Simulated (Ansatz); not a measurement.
# InH2O (SMILES [OH][InH]) at 6 levels

We compute a comparison of 6 runs (UHF/STO-3G, U-r2SCAN/STO-3G, U-wB97M-V/STO-3G, UBHLYP/STO-3G, UPBE0/STO-3G, RPA@PBE/STO-3G) of InH2O. 

The results are computed with Ansatz 0.2.0.

46 further runs of the same task are left out: 8 that didn't finish, 38 set aside as unsound or not needed.

### Step 1. The system as given

The species is InH2O (4 atoms), meant as a doublet with charge 0. As SMILES, `[OH][InH]`. The In2–O1 distance was set to 3.005 Å, away from the relaxed value. At this shape a bond of the SMILES string is far longer than usual.

Bond lengths: O1–H3 0.960 Å, In2–H4 1.767 Å.

### Step 2. The energy at UHF/STO-3G (run 1)

The input, job.yaml:

```yaml
crystal:
  periodic: [false, false, false]
  atoms:
    - symbol: O
      position_ang: [-0.729547, -1.904194, 0.486749]
    - symbol: In
      position_ang: [0.563900, 0.746600, -0.088500]
    - symbol: H
      position_ang: [-0.194347, -2.512994, 1.000849]
    - symbol: H
      position_ang: [-0.446700, 1.843000, -1.036000]
basis:
  gaussian: {orbitals: STO-3G}
magnetization: {spin_polarized: true, initial_magnetization: 1}
hamiltonian: {xc: hf}
accuracy: high
```

On the command line:

```console
$ ansatz run job.yaml --threads 1 --pin off --max-ram 2610MiB --events-out events.jsonl --progress --plain --runs-dir runs
```

Output:

```text
Warning: RAYON_NUM_THREADS=1 ignored (pool sized by the plan → 1); use --threads N
Functional definition: HF
  name "HF"
  exchange = exact_x
  correlation = 0
590 factors; integrals over basis functions are off by at most 2.9e-8 eV
mean field evaluation 1: about -156667.6172 eV, gradient 2.0e1 eV
mean field evaluation 2: about -156667.6546 eV, gradient 2.0e1 eV
mean field evaluation 4: about -156672.1516 eV, gradient 8.5e0 eV
mean field evaluation 8: about -156673.3261 eV, gradient 1.4e0 eV
mean field evaluation 16: about -156676.2638 eV, gradient 3.9e-2 eV
mean field evaluation 32: about -156676.1985 eV, gradient 1.3e-1 eV
mean field evaluation 64: about -156676.2259 eV, gradient 2.1e-1 eV
mean field evaluation 96: about -156676.2584 eV, gradient 6.3e-2 eV
mean field evaluation 128: about -156676.1195 eV, gradient 3.9e-1 eV
mean field evaluation 160: about -156676.1882 eV, gradient 4.3e-1 eV
mean field evaluation 192: about -156673.8118 eV, gradient 1.3e0 eV
mean field evaluation 224: about -156669.1084 eV, gradient 2.3e0 eV
mean field evaluation 256: about -156673.3305 eV, gradient 1.0e-3 eV
mean field -156676.26378085 eV, -5757.7464949604 hartree, gradient 2.8e-8 eV, S^2 0.938441; 4 other end points of the search recorded, 0 dependent functions left out
reference -156676.26378085 eV, -5757.7464949604 hartree; 30, 29 occupied and 4, 5 virtual orbitals, 590 factors
Total energy: -156676.26378085 eV, -5757.7464949604 hartree
```

It took 1.9 s on 1 thread of Arm Neoverse V2, shared host; peak memory 0.1 GiB.

### Step 3. A single-point energy at U-r2SCAN/STO-3G (run 2)

The input, job.yaml:

```yaml
crystal:
  periodic: [false, false, false]
  atoms:
    - {symbol: O, position_ang: [-0.729547, -1.904194, 0.486749]}
    - {symbol: In, position_ang: [0.563900, 0.746600, -0.088500]}
    - {symbol: H, position_ang: [-0.194347, -2.512994, 1.000849]}
    - {symbol: H, position_ang: [-0.446700, 1.843000, -1.036000]}
basis:
  gaussian: {orbitals: STO-3G}
magnetization: {spin_polarized: true, initial_magnetization: 1}
hamiltonian: {xc: r2scan}
accuracy: high
```

On the command line:

```console
$ ansatz run job.yaml --threads 1 --pin off --max-ram 2610MiB --events-out events.jsonl --progress --plain --runs-dir runs
```

Output:

```text
Warning: RAYON_NUM_THREADS=1 ignored (pool sized by the plan → 1); use --threads N
Functional definition: r2SCAN
  name "r2SCAN"
  parameter k0 = 0.174
  parameter k1 = 0.065
  parameter a1 = 4.9479
  exchange = r2scan_x(k0 = k0, k1 = k1, a1 = a1)
  correlation = r2scan_c
590 factors; integrals over basis functions are off by at most 2.9e-8 eV
mean field evaluation 1: about -156731.4964 eV, gradient 2.6e1 eV
mean field evaluation 2: about -156553.0146 eV, gradient 7.9e1 eV
mean field evaluation 4: about -156742.3192 eV, gradient 6.5e0 eV
mean field evaluation 8: about -156742.8659 eV, gradient 4.2e-1 eV
mean field evaluation 16: about -156742.8541 eV, gradient 1.7e-3 eV
mean field evaluation 32: about -156742.8542 eV, gradient 3.9e-7 eV
mean field -156742.85415435 eV, -5760.1936460498 hartree, gradient 5.3e-8 eV, S^2 0.824526; 6 other end points of the search recorded, 0 dependent functions left out
reference -156742.85415528 eV, -5760.1936460843 hartree; 30, 29 occupied and 4, 5 virtual orbitals, 590 factors
Total energy: -156742.85415528 eV, -5760.1936460843 hartree
```

Wall time 13 s (1 thread of Arm Neoverse V2, shared host); peak memory 0.24 GiB.

### Step 4. A single-point energy at U-wB97M-V/STO-3G (run 3)

The input, run.yaml:

```yaml
crystal:
  periodic: [false, false, false]
  atoms:
    - {symbol: O, position_ang: [-0.729547, -1.904194, 0.486749]}
    - {symbol: In, position_ang: [0.563900, 0.746600, -0.088500]}
    - {symbol: H, position_ang: [-0.194347, -2.512994, 1.000849]}
    - {symbol: H, position_ang: [-0.446700, 1.843000, -1.036000]}
basis:
  gaussian: {orbitals: STO-3G}
magnetization: {spin_polarized: true, initial_magnetization: 1}
hamiltonian: {xc: {name: wB97M-V}}
accuracy: high
```

On the command line:

```console
$ ansatz run run.yaml --threads 1 --pin off --max-ram 2610MiB --events-out events.jsonl --progress --plain --runs-dir runs
```

Output, shortened:

```text
Warning: RAYON_NUM_THREADS=1 ignored (pool sized by the plan → 1); use --threads N
Functional definition: wB97M-V
  name "wB97M-V"
[...]
  gx(w, u) = 1 - cx + cx01*u + cx10*w
  gss(w, u) = css00 + css04*u^4 + css10*w + css20*w^2 + css43*w^4*u^3
  gos(w, u) = cos00 + cos10*w + (cos20 + cos21*u)*w^2 + (cos60 + cos61*u)*w^6
[...]
      + integral(e_c_pw_mod_opposite_spin*gos(b97_w_opposite, b97_u_opposite)) + vv10(b, c)
590 factors; integrals over basis functions are off by at most 2.9e-8 eV
143 factors; integrals over basis functions are off by at most 1.6e-9 eV
[...]
mean field -156741.47187771 eV, -5760.1428483202 hartree, gradient 7.1e-8 eV, S^2 0.791254; 2 other end points of the search recorded, 0 dependent functions left out
reference -156741.47188030 eV, -5760.1428484154 hartree; 30, 29 occupied and 4, 5 virtual orbitals, 590 factors
Total energy: -156741.47188030 eV, -5760.1428484154 hartree
```

Wall time 44 s (1 thread of Arm Neoverse V2, shared host); peak memory 0.54 GiB.

Runs 4 to 5 aren't shown in full; the table further down has their settings and results.

### Step 5. A single-point energy at RPA@PBE/STO-3G (run 6)

run.yaml: that of step 4 with these lines changed.

```diff
@@ -10,3 +10,4 @@
 magnetization: {spin_polarized: true, initial_magnetization: 1}
-hamiltonian: {xc: {name: wB97M-V}}
+hamiltonian: {xc: pbe}
+correlation: {method: rpa, frozen_orbitals: {H: 0, In: 18, O: 1}}
 accuracy: high
```

On the command line:

```console
$ ansatz run run.yaml --threads 1 --pin off --max-ram 2610MiB --events-out events.jsonl --progress --plain --runs-dir runs
```

Output, shortened:

```text
Warning: RAYON_NUM_THREADS=1 ignored (pool sized by the plan → 1); use --threads N
Functional definition: PBE
  name "PBE"
[...]
590 factors; integrals over basis functions are off by at most 2.9e-8 eV
[...]
mean field -156720.03387558 eV, -5759.3550162734 hartree, gradient 1.5e-8 eV, S^2 0.777744; 18 other end points of the search recorded, 0 dependent functions left out
19 core orbitals not correlated: weight in the atoms' cores, before any rotation towards them, 1.000 or more for the frozen orbitals, at most 0.000 for the correlated occupied ones
reference -156673.82844795 eV, -5757.6569981272 hartree; 11, 10 occupied and 4, 5 virtual orbitals, 590 factors
Total energy: -156679.22457077 eV, -5757.8553019830 hartree
```

It took 13 s on 1 thread of Arm Neoverse V2, shared host; peak memory 0.15 GiB.

### Step 6. The series

```csv
run,level,frozen core orbitals,energy (Eh),⟨S²⟩,wall time
1,UHF/STO-3G,–,-5757.746495,0.938,1.9 s
2,U-r2SCAN/STO-3G,–,-5760.193646,0.825,13 s
3,U-wB97M-V/STO-3G,–,-5760.142848,0.791,44 s
4,UBHLYP/STO-3G,–,-5760.199565,0.819,3.9 s
5,UPBE0/STO-3G,–,-5759.694040,0.822,3.9 s
6,RPA@PBE/STO-3G,19,-5757.855302,0.778,13 s
```

### Step 7. Outcome

```
                                quantity           value
                     run 6: total energy  -5757.85530 Eh
 run 6: RPA correlation energy (valence)      -198.3 mEh
run 6: ⟨S²⟩ of the reference determinant           0.778
```

**Reading.** Totals of different functionals can't be ranked against each other. In runs 1, 2, 3, 4, 5, 6 the basis is minimal, so the values are rough. In runs 1, 2, 3, 4, 5, 6 relativity is left out where basis or elements ask for it. Spin contamination of the reference: run 1 ⟨S²⟩ = 0.94. All runs together took 79 s, the longest 44 s.
